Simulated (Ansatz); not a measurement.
# GeH3IO: one species, many methods

An exercise on one series of results from a longer session: the logs are not shown, and one member is left open.

Method: functionals in def2-TZVPP, the program's frozen cores in correlated methods; program: Ansatz 0.2.0, Gaussian basis.

The runs, in order: LDA (SPW92), PBE-D4, revPBE-D4, BLYP-D4, r2SCAN-D4, B97M-V, PBE0-D4, B3LYP-D4, r2SCANh-D4, r2SCAN0-D4, HSE06-D4, BHLYP-D4, CAM-B3LYP-D4, LC-ωPBE, ωB97X-V, ωB97M-V, B2PLYP, PBE-QIDH; CCSD(T)/def2-SVP; CCSD(T)/def2-TZVPP; MP2/def2-QZVPP; extrapolation to the limit; RPA on PBE.

### The relaxed structure

The geometry comes from an earlier relaxation with PBE0-D4 in a triple-zeta def2 set; it is a stationary point. I takes the def2 core potential; no spin-orbit term is included.

6 atoms, charge 0, spin multiplicity 1.

Atoms are counted from 1 here; the program's logs count them from 0.

Bond lengths: O1–Ge2 1.769 Å, O1–H4 0.960 Å, Ge2–I3 2.517 Å, Ge2–H5 1.536 Å, Ge2–H6 1.528 Å. Angles: Ge2–O1–H4 113.0°, O1–Ge2–I3 109.6°, O1–Ge2–H5 111.2°, O1–Ge2–H6 105.2°, I3–Ge2–H5 106.7°, I3–Ge2–H6 109.4°, H5–Ge2–H6 114.8°.

The first run:

in.yaml reads:

```yaml
crystal:
  periodic: [false, false, false]
  atoms:
    - {symbol: O, position_ang: [-0.543211, -1.341603, 0.083753]}
    - {symbol: Ge, position_ang: [0.400327, 0.153701, 0.132261]}
    - {symbol: I, position_ang: [-1.151067, 2.133300, 0.026671]}
    - {symbol: H, position_ang: [-1.107525, -1.404672, -0.690920]}
    - {symbol: H, position_ang: [1.333598, 0.259852, -1.082873]}
    - {symbol: H, position_ang: [1.110079, 0.135421, 1.485008]}
basis:
  gaussian: {orbitals: def2-TZVPP}
hamiltonian: {xc: lda}
output: {orbitals: {seedname: orbitals}}
```

Steps of the session up to this table: LDA; PBE-D4 (GGA); revPBE-D4 (GGA); BLYP-D4 (GGA); r2SCAN-D4 (meta-GGA); B97M-V (meta-GGA); PBE0-D4 (hybrid); B3LYP-D4 (hybrid); r2SCANh-D4 (hybrid); r2SCAN0-D4 (hybrid); HSE06-D4 (hybrid); BHLYP-D4 (hybrid); CAM-B3LYP-D4 (range-separated); LC-ωPBE (range-separated); ωB97X-V (range-separated); ωB97M-V (range-separated); B2PLYP (double hybrid); PBE-QIDH (double hybrid).

One of the session's tables, all rows but one given; the rest of the session is left out.

It belongs to the step «Orbital energies across the functionals». 

| functional | HOMO (eV) | gap (eV) |
| --- | --- | --- |
| LDA (SPW92) | -6.66 | 4.64 |
| PBE-D4 | -6.52 | 4.75 |
| revPBE-D4 | -6.48 | 4.79 |
| BLYP-D4 | -6.35 | 4.62 |
| r2SCAN-D4 | -6.83 | 5.31 |
| B97M-V | -6.85 | 5.35 |
| PBE0-D4 | -7.68 | 6.76 |
| B3LYP-D4 | ? | ? |
| r2SCANh-D4 | -7.25 | 6.03 |
| r2SCAN0-D4 | -7.88 | 7.10 |
| HSE06-D4 | -7.29 | 6.00 |
| BHLYP-D4 | -8.67 | 8.62 |
| CAM-B3LYP-D4 | -8.93 | 8.96 |
| LC-ωPBE | -10.28 | 11.49 |
| ωB97X-V | -9.95 | 11.06 |
| ωB97M-V | -9.81 | 10.74 |

**Question.** Estimate the row for B3LYP-D4.

Worked estimate for «HOMO (eV)». Against the share of exact exchange, BLYP-D4 (0, -6.35), BHLYP-D4 (0.5, -8.67) give a slope of -4.64 per unit share; at 0.2 the line stands at -7.28.

**Answer.** HOMO (eV): -7.43; gap (eV): 6.23. In «HOMO (eV)» the line misses by +0.15.
